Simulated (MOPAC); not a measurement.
**SiH2BrO2 (SMILES O[Si](O)Br): PM6-D3 (COSMO water)**

Wanted: a structure relaxation of SiH2BrO2. 

The calculation is run with MOPAC 23.2.5.

7 further runs of the same task are left out: 2 that didn't finish, 5 set aside as unsound or not needed.

**1. The structure to begin with**

The species is SiH2BrO2 (6 atoms), meant as a doublet with charge 0. As SMILES, `O[Si](O)Br`. The shape is that of a GFN2-xTB optimisation. This is one conformer, not always the lowest. The run starts from this shape.

Bond lengths: O1–Si2 1.607 Å, Si2–O3 1.629 Å, Si2–Br4 2.253 Å, O1–H5 0.959 Å, O3–H6 0.952 Å. Angles: O1–Si2–O3 106.8°, O1–Si2–Br4 110.3°, O3–Si2–Br4 107.3°, Si2–O1–H5 122.0°, Si2–O3–H6 122.8°.

**2. A structure relaxation at PM6-D3 (COSMO water)**

input.mop reads:

```
PM6-D3 EPS=78.4 CYCLES=200 DOUBLET GNORM=0.1 UHF AUX(PRECISION=9) THREADS=1
PM6-D3 optimise

O     -0.441370     1.390060    -0.578900
Si     0.570570     0.165690    -0.333910
O      0.301130    -0.371880     1.179830
Br     0.099950    -1.529350    -1.741670
H     -1.233930     1.507720    -0.051760
H      0.703640    -1.162230     1.526410
```

Run with:

```
$ mopac input.mop
```

What values should one expect? Wanted: dipole moment; HOMO energy; LUMO energy; heat of formation; ⟨S²⟩.

Answer, from the run:

At PM6-D3 (COSMO water):

| quantity | value |
| --- | --- |
| dipole moment | 4.05 D |
| HOMO energy (over α and β) | -7.46 eV |
| LUMO energy (over α and β) | -1.86 eV |
| heat of formation | -168.7 kcal/mol |
| ⟨S²⟩ | 0.754 |

**Reading.** At the final geometry: Bond lengths: O1–Si2 1.521 Å, Si2–O3 1.509 Å, Si2–Br4 2.121 Å, O1–H5 0.932 Å, O3–H6 0.942 Å. Angles: O1–Si2–O3 125.5°, O1–Si2–Br4 116.2°, O3–Si2–Br4 118.3°, Si2–O1–H5 172.5°, Si2–O3–H6 171.9°. The optimisation stopped short of its gradient threshold. The optimisation took 21 steps and changed the energy by -1.306 eV.
